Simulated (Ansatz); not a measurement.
## LiMg and its free atoms: a cohesive energy from free atoms, step by step

With Ansatz 0.2.0 through its Python package.

`limg_limg.vasp`
```text
LiMg
1.0
   3.37818500    0.00000000    0.00000000
   0.00000000    3.37818500    0.00000000
   0.00000000    0.00000000    3.55261000
Li Mg
1 1
Direct
   0.00000000    0.00000000    0.00000000
   0.50000000    0.50000000    0.50000000
```

Interactive session:
```pycon
>>> from collections import Counter
>>> from dataclasses import dataclass
>>> import ansatz
>>> from ase.io import read
>>> @dataclass
... class Settings:
...     functional: str = "pbesol"
...     kspacing: float = 0.26
...     filling: str = "cold"
...     smearing_width: float = 0.02
...
>>> opts = Settings()
>>> def counts(outcome):
...     return Counter(site.symbol for site in outcome.lattice.sites)
...
>>> UNPAIRED = {"Li": 1, "Mg": 0}  # unpaired electrons of the free atoms
>>> def ground_state(name, crystal):
...     calc = crystal.calculation()
...     calc = calc.basis(24 * ansatz.Ry)
...     calc = calc.functional(opts.functional)
...     calc = calc.kpoints(spacing=opts.kspacing).occupations(opts.filling, width=opts.smearing_width)
...     if name.endswith(" atom"):
...         calc = calc.kpoints(1, 1, 1).occupations("fermi_dirac", width=0.01)
...         if UNPAIRED[name.split()[0]]:
...             calc = calc.spin("collinear")
...         return calc.run(threads=1)
...     calc = calc.relax(force_tolerance=0.01, cell=True)
...     return calc.run(threads=1)
...
>>> phases = {}
>>> atoms = read("limg_limg.vasp", format="vasp")
>>> limg = ansatz.Crystal.from_ase(atoms)
>>> phases["LiMg"] = limg
>>> # a box with unlike edges lets an open shell break the spherical symmetry
>>> for element, moment in UNPAIRED.items():
...     phases[f"{element} atom"] = ansatz.Lattice.orthorhombic(10.0, 10.5, 11.0).atom(element, (0.5, 0.5, 0.5), moment=moment or None)
...
>>> done = {}
>>> for name, crystal in phases.items():
...     done[name] = ground_state(name, crystal)
...     print(f"{name}: {done[name].report['energy_sigma0_ev']:.4f} eV, {len(done[name].lattice.sites)} atoms")
...
DeckWarning: basis.ecutwfc = 326.536634951856 eV is below the records' recommended 420 eV, and the density's cutoff is lower with it unless basis.ecutrho_ratio is high enough to keep the records' density cutoff: compare with a run at a higher cutoff
LiMg: -2115.1794 eV, 2 atoms
Li atom: -201.3318 eV, 1 atoms
Mg atom: -1910.3372 eV, 1 atoms
>>> for element in UNPAIRED:
...     atom = done[f"{element} atom"].report
...     print(f"{element} atom: {atom['energy_sigma0_ev']:.4f} eV, moment {atom['magnetization_mub']:.2f} muB")
...
Li atom: -201.3318 eV, moment 1.00 muB
Mg atom: -1910.3372 eV, moment 0.00 muB
>>> solid = done["LiMg"]
>>> n = counts(solid)
>>> binding = (sum(k * done[f"{e} atom"].report["energy_sigma0_ev"] for e, k in n.items()) - solid.report["energy_sigma0_ev"]) / sum(n.values())
>>> print(f"cohesive energy {binding:.3f} eV/atom = {96.4853 * binding:.0f} kJ/mol of atoms (no zero-point energy)")
cohesive energy 1.755 eV/atom = 169 kJ/mol of atoms (no zero-point energy)
```

Notes:
- These settings explore the input space; cutoff and mesh may be short of convergence.
- The cutoff lies under the one recommended for these potentials.
- Other magnetic orders than the one started from may lie lower.
- For the metals among these phases the mesh is modest: differences between phases can be off by up to 40 meV an atom.
- The cells come from databases of deposited and of computed structures, and not all need be stable phases.
- Warnings are shown shortened and without file and line.
- Free atoms in a box carry small image and symmetry errors, and spin-orbit coupling is left out.
- It ran for 21 s on 1 thread of Arm Neoverse V1, with other jobs on the host, peak memory 0.74 GiB.
